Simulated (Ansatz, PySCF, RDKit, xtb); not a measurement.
**Isomers of C3H8B2FN, a sample narrowed down**

Which of a sample of isomers of C3H8B2FN is the most stable in the gas at 298.15 K, and what are its properties? The sample is small against all isomers, and the most stable one of this formula need not be in it.

The funnel: GFN2-xTB relaxations, single points with a density functional, relaxations at PBE0-D3(BJ)/def2-SVP, harmonic vibrations (at GFN2-xTB), and a last energy at a higher level. All values are calculated.

### Step 1. Possible bonding patterns

Isomers were taken from a list of plausible structures; this is a sample, not all of them. That gives 8 candidates.

```csv
label,SMILES,spin
c312,C=NB(F)B(C)C,singlet
c335,BNB(F)C(=C)C,singlet
c344,BN(BF)C1CC1,singlet
c358,BNBC/C=C\F,singlet
c568,C=C[C@H](BN)BF,singlet
c729,BNB(F)CC=C,singlet
c851,FBNBC1CC1,singlet
c870,BNBCC(=C)F,singlet
```

Candidates are built by distance geometry, with a force field where one applies, in up to four conformers (letters a to d).

### Step 2. Search with GFN2-xTB

All 31 starts are relaxed the same way. One of them, c344b (taken from a list of plausible isomers, embedded by distance geometry and UFF), in full:

Input file start.xyz:

```xyz
15
c344b
C     -0.620333    -0.974797     0.566449
C      0.573095    -0.512315     1.349452
C      0.793379    -0.661345    -0.090386
B     -1.794648    -2.587719     1.818657
B     -1.491063    -2.921119    -0.620624
F     -2.721397    -2.318957    -1.125656
N     -0.853123    -2.422419     0.658746
H     -1.483809    -3.255673     2.760400
H     -2.864764    -2.067253     1.793314
H     -0.957955    -3.714917    -1.238403
H     -1.395873    -0.269841     0.303409
H      0.496017     0.583035     1.721412
H      1.063490    -1.337193     1.980775
H      1.411194    -1.579054    -0.361644
H      0.808048     0.258365    -0.710878
```

Command:

```
xtb start.xyz --gfn 2 --opt
```

The log of the run, cut to the lines that bear on the results:

```text
* xtb version 6.7.1
[...]
          :  # basis functions                  36          :
[...]
          :  # electrons                        38          :
[...]
          :  Hamiltonian                  GFN2-xTB          :
[...]
          :  net charge                          0          :
          :  unpaired electrons                  0          :
[...]
   *** convergence criteria satisfied after 12 iterations ***
[...]
   *** GEOMETRY OPTIMIZATION CONVERGED AFTER 30 ITERATIONS ***
[...]
   *** convergence criteria satisfied after 3 iterations ***
[...]
         ::                     SUMMARY                     ::
         :::::::::::::::::::::::::::::::::::::::::::::::::::::
         :: total energy             -20.712153402060 Eh    ::
         :: gradient norm              0.000445783487 Eh/a0 ::
         :: HOMO-LUMO gap              4.541494409745 eV    ::
         ::.................................................::
         :: SCC energy               -20.950139250159 Eh    ::
         :: -> isotropic ES            0.059837250322 Eh    ::
         :: -> anisotropic ES          0.007165647019 Eh    ::
         :: -> anisotropic XC          0.005014892516 Eh    ::
         :: -> dispersion             -0.009084226907 Eh    ::
         :: repulsion energy           0.237985848098 Eh    ::
         :: add. restraining           0.000000000000 Eh    ::
         :: total charge              -0.000000000000 e     ::
         :::::::::::::::::::::::::::::::::::::::::::::::::::::
[...]
        19        2.0000           -0.4125053             -11.2248 (HOMO)
        20                         -0.2456084              -6.6833 (LUMO)
[...]
          | TOTAL ENERGY              -20.712153402060 Eh   |
          | GRADIENT NORM               0.000445783487 Eh/α |
          | HOMO-LUMO GAP               4.541494409745 eV   |
           -------------------------------------------------
[...]
```

Wall time 0.12 s (4 threads of Arm Neoverse V2, shared host).

### Step 3. Distinct minima at GFN2-xTB

31 of the 31 relaxations converged; 5 ended on a minimum already found. 26 distinct structures remain, the lowest 22 here:

| label | start | SMILES after | spin | energy (kcal/mol) |
| --- | --- | --- | --- | --- |
| c344b | drawn | BN(BF)C1CC1 | singlet | 0.0 |
| c851d | drawn | FBNBC1CC1 | singlet | 0.2 |
| c344a | drawn | BN(BF)C1CC1 | singlet | 0.5 |
| c851c | drawn | FBNBC1CC1 | singlet | 1.1 |
| c851a | drawn | FBNBC1CC1 | singlet | 2.5 |
| c335d | drawn | BNB(F)C(=C)C | singlet | 8.5 |
| c335b | drawn | BNB(F)C(=C)C | singlet | 8.7 |
| c335a | drawn | BNB(F)C(=C)C | singlet | 9.2 |
| c729a | drawn | BNB(F)CC=C | singlet | 10.0 |
| c729c | drawn | BNB(F)CC=C | singlet | 10.3 |
| c729b | drawn | BNB(F)CC=C | singlet | 10.6 |
| c568d | drawn | C=C[C@H](BN)BF | singlet | 31.5 |
| c568a | drawn | C=C[C@H](BN)BF | singlet | 31.6 |
| c568b | drawn | C=C[C@H](BN)BF | singlet | 31.9 |
| c568c | drawn | C=C[C@H](BN)BF | singlet | 32.3 |
| c870c | drawn | BNBCC(=C)F | singlet | 37.4 |
| c870b | drawn | BNBCC(=C)F | singlet | 39.2 |
| c870a | drawn | BNBCC(=C)F | singlet | 39.4 |
| c870d | drawn | BNBCC(=C)F | singlet | 39.4 |
| c358d | drawn | BNBC/C=C\F | singlet | 40.2 |
| c358a | drawn | BNBC/C=C\F | singlet | 41.8 |
| c358c | drawn | BNBC/C=C\F | singlet | 42.4 |

### Step 4. Single points on the low minima

A choice of the minima (the low ones first, few conformers of a pattern, up to a cap) and the lowest that fell apart get a single point at r2SCAN-D4/def2-SVP on the tight-binding geometry, and one at HF/STO-3G for comparison. The lowest singlets are also tried as triplets at the same geometry (label ending in t). Within 30 kcal/mol but not screened, among others: c851a, c335a, c729b. The first, c344b:

Input file input.yaml:

```yaml
crystal:
  periodic: [false, false, false]
  atoms:
    - {symbol: C, position_ang: [-0.727015, -0.845347, 0.486716]}
    - {symbol: C, position_ang: [0.421102, -0.422604, 1.349038]}
    - {symbol: C, position_ang: [0.629583, -0.647105, -0.118935]}
    - {symbol: B, position_ang: [-1.630337, -2.686867, 1.872180]}
    - {symbol: B, position_ang: [-1.494860, -2.904068, -0.598178]}
    - {symbol: F, position_ang: [-1.218031, -2.323746, -1.757907]}
    - {symbol: "N", position_ang: [-1.275852, -2.182526, 0.603089]}
    - {symbol: H, position_ang: [-2.063989, -3.768078, 1.939818]}
    - {symbol: H, position_ang: [-1.491300, -2.016491, 2.819589]}
    - {symbol: H, position_ang: [-1.921622, -3.991895, -0.623478]}
    - {symbol: H, position_ang: [-1.485235, -0.102705, 0.258693]}
    - {symbol: H, position_ang: [0.431864, 0.587729, 1.728581]}
    - {symbol: H, position_ang: [0.829093, -1.152320, 2.031052]}
    - {symbol: H, position_ang: [1.173862, -1.528788, -0.421021]}
    - {symbol: H, position_ang: [0.784996, 0.203610, -0.764214]}
basis:
  gaussian: {orbitals: def2-SVP}
magnetization: {spin_polarized: false}
hamiltonian: {xc: {name: r2SCAN}, dispersion: d4}
scf: {lower_state_search: off}
```

Command:

```
ansatz run input.yaml --threads 4 --pin off --max-ram 7830MiB --events-out events.jsonl --progress --plain --runs-dir runs
```

The log of the run, cut to the lines that bear on the results:

```text
Warning: RAYON_NUM_THREADS=4 ignored (pool sized by the plan → 4); use --threads N
Functional definition: r2SCAN
  name "r2SCAN"
[...]
1566 factors; their error is unknown
[...]
mean field -8791.36632017 eV, -323.0767532643 hartree, gradient 5.0e-6 eV, S^2 0.000000; 0 other end points of the search recorded, 0 dependent functions left out
reference -8791.36633180 eV, -323.0767536914 hartree; 26, 26 occupied and 112, 112 virtual orbitals, 1566 factors
Total energy: -8791.45150459 eV, -323.0798837338 hartree
Checks for a lower state left out: stability, starts, cluster_reference, orbital_swaps, neighbouring_geometries, increment
```

It took 1.7 s on 4 threads of Arm Neoverse V2, shared host; peak memory 0.18 GiB.

Relative energies in kcal/mol, each column from its lowest structure that stays in one piece:

```
 label        SMILES     spin  GFN2-xTB  HF/STO-3G  r2SCAN-D4/def2-SVP
 c335d  BNB(F)C(=C)C  singlet       8.5        3.3                 0.0
 c335b  BNB(F)C(=C)C  singlet       8.7        6.7                 1.4
 c851c     FBNBC1CC1  singlet       1.1        0.4                 2.6
 c729c    BNB(F)CC=C  singlet      10.3        7.3                 2.7
 c851d     FBNBC1CC1  singlet       0.2        0.0                 2.9
 c729a    BNB(F)CC=C  singlet      10.0        8.6                 3.0
 c344b   BN(BF)C1CC1  singlet       0.0       13.7                23.6
 c344a   BN(BF)C1CC1  singlet       0.5       14.3                25.1
c335dt  BNB(F)C(=C)C  triplet         –          –                83.9
c851ct     FBNBC1CC1  triplet         –          –               134.4
```

Measured from c335d, GFN2-xTB misplaces c344a by 33 kcal/mol against r2SCAN-D4/def2-SVP, so minima dropped on its energies alone could hide the lowest isomer.

### Step 5. Refinement at PBE0-D3(BJ)/def2-SVP

3 candidates are relaxed at PBE0-D3(BJ)/def2-SVP (chosen among the lowest in one piece, one conformer a pattern). The first, c335d:

Input file input.yaml:

```yaml
crystal:
  periodic: [false, false, false]
  atoms:
    - {symbol: C, position_ang: [0.416537, -1.227401, 0.742654]}
    - {symbol: C, position_ang: [1.537969, -1.223253, 1.463184]}
    - {symbol: C, position_ang: [0.320680, -0.404259, -0.514793]}
    - {symbol: B, position_ang: [-3.184752, -2.917235, 0.740998]}
    - {symbol: B, position_ang: [-0.815126, -2.091318, 1.192663]}
    - {symbol: F, position_ang: [-0.727618, -2.786824, 2.325472]}
    - {symbol: N, position_ang: [-2.025280, -2.173985, 0.449629]}
    - {symbol: H, position_ang: [-4.086680, -2.866301, -0.005383]}
    - {symbol: H, position_ang: [-3.216458, -3.562296, 1.713300]}
    - {symbol: H, position_ang: [-2.038766, -1.626070, -0.398855]}
    - {symbol: H, position_ang: [2.404784, -0.643877, 1.181762]}
    - {symbol: H, position_ang: [1.623586, -1.804907, 2.365116]}
    - {symbol: H, position_ang: [0.121155, -1.045503, -1.372762]}
    - {symbol: H, position_ang: [1.245276, 0.138518, -0.697408]}
    - {symbol: H, position_ang: [-0.493305, 0.315739, -0.434798]}
basis:
  gaussian:
    orbitals: def2-SVP
hamiltonian:
  xc: pbe0
  dispersion: d3bj
scf:
  lower_state_search: off
relax:
  f_tol: 0.006
```

Command:

```
ansatz run input.yaml --threads 4 --pin off --max-ram 7830MiB --events-out events.jsonl --progress --plain --runs-dir runs
```

The log of the run, cut to the lines that bear on the results:

```text
Warning: RAYON_NUM_THREADS=4 ignored (pool sized by the plan → 4); use --threads N
[...]
Functional definition: PBE0
  name "PBE0"
[...]
1571 factors; integrals over basis functions are off by at most 2.5e-4 eV
[...]
mean field -8787.27121188 eV, -322.9262608101 hartree, gradient 6.7e-6 eV, S^2 0.000000; 0 other end points of the search recorded, 0 dependent functions left out
[...]
Atom 11 at     1.572930    -1.832323     2.400564 Å, force     0.001654    -0.000986     0.001866 eV/Å
Atom 12 at     0.132852    -1.038860    -1.411142 Å, force    -0.000196    -0.000602    -0.000455 eV/Å
Atom 13 at     1.250695     0.160966    -0.726439 Å, force     0.000605     0.000316     0.000035 eV/Å
Atom 14 at    -0.501364     0.325685    -0.477940 Å, force    -0.000641     0.000923     0.000349 eV/Å
Dipole moment:     0.205207     0.342868    -0.366384 e Å
Checks for a lower state left out: stability, starts, cluster_reference, orbital_swaps, neighbouring_geometries, increment
```

Run time: 16 s. Hardware: 4 threads of Arm Neoverse V2, shared host; peak memory 0.34 GiB.

Energy change by step (eV): 0.0000, -0.0688, -0.0754, -0.0749, -0.0756, -0.0757, -0.0757, -0.0757, -0.0757.

After the run. Bond lengths: C1–C2 1.343 Å, C1–C3 1.503 Å, C1–B5 1.565 Å, B5–F6 1.332 Å, B4–N7 1.413 Å, B5–N7 1.435 Å, B4–H8 1.209 Å, B4–H9 1.205 Å, N7–H10 1.015 Å, C2–H11 1.096 Å, C2–H12 1.094 Å, C3–H13 1.104 Å, C3–H14 1.100 Å, C3–H15 1.103 Å. Some angles: C2–C1–C3 122.0°, C2–C1–B5 117.8°, C3–C1–B5 120.2°, C1–B5–F6 119.3°, C1–B5–N7 122.4°, F6–B5–N7 118.2°, B4–N7–B5 127.7°, C1–C2–H11 122.2°, C1–C2–H12 120.9°, C1–C3–H13 111.4°.

### Step 6. The relaxed candidates

| label | spin | r2SCAN-D4/def2-SVP (kcal/mol) | PBE0-D3(BJ)/def2-SVP, relaxed (kcal/mol) | time |
| --- | --- | --- | --- | --- |
| c335d | singlet | 0.0 | 0.0 | 16 s |
| c851c | singlet | 2.6 | 0.6 | 12 s |
| c729c | singlet | 2.7 | 2.0 | 26 s |

c335d: Bond lengths: C1–C2 1.343 Å, C1–C3 1.503 Å, C1–B5 1.565 Å, B5–F6 1.332 Å, B4–N7 1.413 Å, B5–N7 1.435 Å, B4–H8 1.209 Å, B4–H9 1.205 Å, N7–H10 1.015 Å, C2–H11 1.096 Å, C2–H12 1.094 Å, C3–H13 1.104 Å, C3–H14 1.100 Å, C3–H15 1.103 Å. Some angles: C2–C1–C3 122.0°, C2–C1–B5 117.8°, C3–C1–B5 120.2°, C1–B5–F6 119.3°, C1–B5–N7 122.4°, F6–B5–N7 118.2°, B4–N7–B5 127.7°, C1–C2–H11 122.2°, C1–C2–H12 120.9°, C1–C3–H13 111.4°.

c851c: Bond lengths: C1–C2 1.522 Å, C1–C3 1.522 Å, C2–C3 1.480 Å, C1–B5 1.544 Å, B4–F6 1.332 Å, B4–N7 1.416 Å, B5–N7 1.428 Å, B4–H8 1.204 Å, N7–H9 1.017 Å, B5–H10 1.215 Å, C1–H11 1.094 Å, C2–H12 1.093 Å, C2–H13 1.094 Å, C3–H14 1.093 Å, C3–H15 1.094 Å. Some angles: C1–C2–C3 60.9°, C2–C1–C3 58.2°, C2–C1–B5 117.2°, C3–C1–B5 117.2°, C1–C3–C2 60.9°, C1–B5–N7 124.7°, F6–B4–N7 118.4°, B4–N7–B5 128.8°, C1–C2–H12 116.7°, C1–C2–H13 117.8°.

c729c: Bond lengths: C1–C2 1.493 Å, C2–C3 1.336 Å, C1–B5 1.581 Å, B5–F6 1.331 Å, B4–N7 1.413 Å, B5–N7 1.429 Å, B4–H8 1.209 Å, B4–H9 1.206 Å, N7–H10 1.018 Å, C1–H11 1.103 Å, C1–H12 1.107 Å, C2–H13 1.098 Å, C3–H14 1.095 Å, C3–H15 1.093 Å. Some angles: C1–C2–C3 125.9°, C2–C1–B5 114.4°, C1–B5–F6 118.7°, C1–B5–N7 122.2°, F6–B5–N7 119.1°, B4–N7–B5 128.1°, C1–C2–H13 115.9°, C3–C2–H13 118.2°, C2–C1–H11 111.5°, C2–C1–H12 110.7°.

### Step 7. Harmonic analysis of the finalists

The lowest few in one piece go on as finalists. In this search the thermal terms come from GFN2-xTB at its own nearest minimum. The first, c335d:

Input file start.xyz:

```xyz
15
c335d
C      0.418377    -1.219642     0.727006
C      1.524867    -1.230849     1.488338
C      0.326318    -0.402220    -0.530755
B     -3.177018    -2.913787     0.753953
B     -0.794264    -2.095140     1.187110
F     -0.696673    -2.807315     2.308759
N     -2.019344    -2.164439     0.443996
H     -4.128205    -2.855204     0.009570
H     -3.193373    -3.593891     1.748977
H     -2.049438    -1.606472    -0.403185
H      2.415640    -0.645480     1.231967
H      1.572930    -1.832323     2.400564
H      0.132852    -1.038860    -1.411142
H      1.250695     0.160966    -0.726439
H     -0.501364     0.325685    -0.477940
```

Command:

```
xtb start.xyz --gfn 2 --ohess tight
```

The log of the run, cut to the lines that bear on the results:

```text
[...]
         ::                     SUMMARY                     ::
         :::::::::::::::::::::::::::::::::::::::::::::::::::::
         :: total energy             -20.698610942172 Eh    ::
         :: gradient norm              0.000117717752 Eh/a0 ::
         :: HOMO-LUMO gap              4.009763266234 eV    ::
         ::.................................................::
         :: SCC energy               -20.955917209135 Eh    ::
         :: -> isotropic ES            0.065256410739 Eh    ::
         :: -> anisotropic ES          0.007545609942 Eh    ::
         :: -> anisotropic XC          0.005488838987 Eh    ::
         :: -> dispersion             -0.008425196438 Eh    ::
         :: repulsion energy           0.257306266963 Eh    ::
         :: add. restraining           0.000000000000 Eh    ::
         :: total charge               0.000000000000 e     ::
         :::::::::::::::::::::::::::::::::::::::::::::::::::::
[...]
          | TOTAL ENERGY              -20.698610942173 Eh   |
          | TOTAL ENTHALPY            -20.575140645239 Eh   |
          | TOTAL FREE ENERGY         -20.617842696717 Eh   |
          | GRADIENT NORM               0.000117828633 Eh/α |
[...]
```

It took 0.14 s on 4 threads of Arm Neoverse V2, shared host.

### Step 8. Zero-point energy and free-energy terms

As xtb prints them, at 298.15 K, with its own treatment of low modes:

```
label        SMILES     spin  lowest mode (cm⁻¹)  zero-point (kcal/mol)  G − E (kcal/mol)
c335d  BNB(F)C(=C)C  singlet                  50                   71.4              50.7
c851c     FBNBC1CC1  singlet                  45                   72.8              52.3
c729c    BNB(F)CC=C  singlet                  34                   71.1              50.1
```

### Step 9. The final energy

Each finalist gets a single point at CCSD(T)/def2-SVP + MP2/def2-TZVPP - MP2/def2-SVP.

c335d, CCSD(T)/def2-SVP:

Input file input.yaml:

```yaml
crystal:
  periodic: [false, false, false]
  atoms:
    - symbol: C
      position_ang: [0.418377, -1.219642, 0.727006]
    - symbol: C
      position_ang: [1.524867, -1.230849, 1.488338]
    - symbol: C
      position_ang: [0.326318, -0.402220, -0.530755]
    - symbol: B
      position_ang: [-3.177018, -2.913787, 0.753953]
    - symbol: B
      position_ang: [-0.794264, -2.095140, 1.187110]
    - symbol: F
      position_ang: [-0.696673, -2.807315, 2.308759]
    - symbol: "N"
      position_ang: [-2.019344, -2.164439, 0.443996]
    - symbol: H
      position_ang: [-4.128205, -2.855204, 0.009570]
    - symbol: H
      position_ang: [-3.193373, -3.593891, 1.748977]
    - symbol: H
      position_ang: [-2.049438, -1.606472, -0.403185]
    - symbol: H
      position_ang: [2.415640, -0.645480, 1.231967]
    - symbol: H
      position_ang: [1.572930, -1.832323, 2.400564]
    - symbol: H
      position_ang: [0.132852, -1.038860, -1.411142]
    - symbol: H
      position_ang: [1.250695, 0.160966, -0.726439]
    - symbol: H
      position_ang: [-0.501364, 0.325685, -0.477940]
basis:
  gaussian:
    orbitals: def2-SVP
correlation:
  method: ccsd_t
  frozen_orbitals: {"N": 1, F: 1, H: 0, C: 1, B: 1}
```

Command:

```
ansatz run input.yaml --threads 4 --pin off --max-ram 7830MiB --events-out events.jsonl --progress --plain --runs-dir runs
```

The log of the run, cut to the lines that bear on the results:

```text
Warning: RAYON_NUM_THREADS=4 ignored (pool sized by the plan → 4); use --threads N
Functional definition: HF
  name "HF"
[...]
1410 factors; integrals over basis functions are off by at most 1.5e-3 eV
[...]
mean field -8745.92672292 eV, -321.4068788652 hartree, gradient 1.1e-6 eV, S^2 0.000000; 0 other end points of the search recorded, 0 dependent functions left out; unrestricted orbitals would lower it
7 core orbitals not correlated: weight in the atoms' cores, before any rotation towards them, 1.000 or more for the frozen orbitals, at most 0.000 for the correlated occupied ones
reference -8745.92672292 eV, -321.4068788652 hartree; 19, 19 occupied and 112, 112 virtual orbitals, 1410 factors
second order -25.00180265 eV of doubles, -0.00000000 eV of singles
cycle   1  -25.92299107 eV  change   -9.2e-1 eV  update   1.1e-1
[...]
cycle   9  -26.73648630 eV  change   -2.5e-5 eV  update   3.7e-5
perturbative correction -0.80849824 eV, -0.0297117624 hartree
Total energy: -8773.47170746 eV, -322.4191383765 hartree
```

Wall time 21 s (4 threads of Arm Neoverse V2, shared host); peak memory 1.1 GiB.

### Step 10. c335d at MP2/def2-TZVPP

input.yaml: that of step 9 with these lines changed.

```diff
@@ -15,3 +15,3 @@
       position_ang: [-0.696673, -2.807315, 2.308759]
-    - symbol: "N"
+    - symbol: N
       position_ang: [-2.019344, -2.164439, 0.443996]
@@ -35,5 +35,5 @@
   gaussian:
-    orbitals: def2-SVP
+    orbitals: def2-TZVPP
 correlation:
-  method: ccsd_t
+  method: mp2
   frozen_orbitals: {"N": 1, F: 1, H: 0, C: 1, B: 1}
```

Command:

```
ansatz run input.yaml --threads 4 --pin off --max-ram 7830MiB --events-out events.jsonl --progress --plain --runs-dir runs
```

The log of the run, cut to the lines that bear on the results:

```text
Warning: RAYON_NUM_THREADS=4 ignored (pool sized by the plan → 4); use --threads N
[... 2 set-up lines as earlier in the session ...]
[...]
1970 factors; integrals over basis functions are off by at most 1.2e-3 eV
[...]
mean field -8755.98247991 eV, -321.7764211185 hartree, gradient 1.2e-6 eV, S^2 0.000000; 0 other end points of the search recorded, 0 dependent functions left out; unrestricted orbitals would lower it
[...]
7 core orbitals not correlated: weight in the atoms' cores, before any rotation towards them, 1.000 or more for the frozen orbitals, at most 0.000 for the correlated occupied ones
reference -8755.98247991 eV, -321.7764211185 hartree; 19, 19 occupied and 303, 303 virtual orbitals, 1970 factors
second order -31.14325309 eV of doubles, -0.00000000 eV of singles
Total energy: -8787.12573300 eV, -322.9209145599 hartree
```

Run time: 6.9 s. Hardware: 4 threads of Arm Neoverse V2, shared host; peak memory 1.1 GiB.

[end of part 1 of 2]
